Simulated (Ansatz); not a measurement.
Write the native input for Ansatz 0.2.0 that does the following.

* Task: single point
* Functional: PBEsol
* Potentials or basis: all-electron LAPW, scalar-relativistic
* Cutoff: 175 eV (chosen from the basis error)
* Basis error allowed: 0.001 eV/atom
* k mesh: 7 × 7 × 8
* Occupations: gaussian, width 0.02 eV
* Spin: no spin polarisation

The system is AlSn.

```
CELL_PARAMETERS angstrom
4.19811 0.00000 0.00000
-2.09905 3.63567 0.00000
0.00000 0.00000 3.30685
ATOMIC_POSITIONS crystal
Sn 0.33333 0.66667 0.50000
Al 0.00000 0.00000 0.00000
```

The cell comes from a database or a generator and needn't be the stable form of this composition.

One way to write it, as run:

input.yaml

```yaml
crystal:
  lattice:
    - [4.1981056157, 0.0, 0.0]
    - [-2.0990528078, 3.6356661109, 0.0]
    - [0.0, 0.0, 3.306847]
  atoms:
    - { symbol: Sn, position: [0.3333333333, 0.6666666667, 0.5] }
    - { symbol: Al, position: [0.0, 0.0, 0.0] }
kpoints:
  mp_grid: { grid: [7, 7, 8] }
scf:
  occupations: { method: gaussian, width: 0.02 }
hamiltonian:
  xc: pbesol
  pseudopotentials: { kind: all_electron, lapw: { basis_error: 0.001 } }
output:
  forces: true
  stress: true
  eigenvalues: true
```

Potentials or basis: all-electron LAPW, scalar-relativistic.

Run with:

```bash
$ ansatz run input.yaml --threads 1 --pin off --max-ram 3072MiB --backend cpu --events-out ev --progress --plain --runs-dir out
```

It gave:

```json
{
  "Pressure": "-1.8 GPa",
  "Band gap on the k mesh": "none (metal or under the smearing width)"
}
```

It took 8 s on 1 thread of Intel(R) Xeon(R) Processor @ 2.70GHz, with other jobs on the host, peak memory 0.28 GiB.
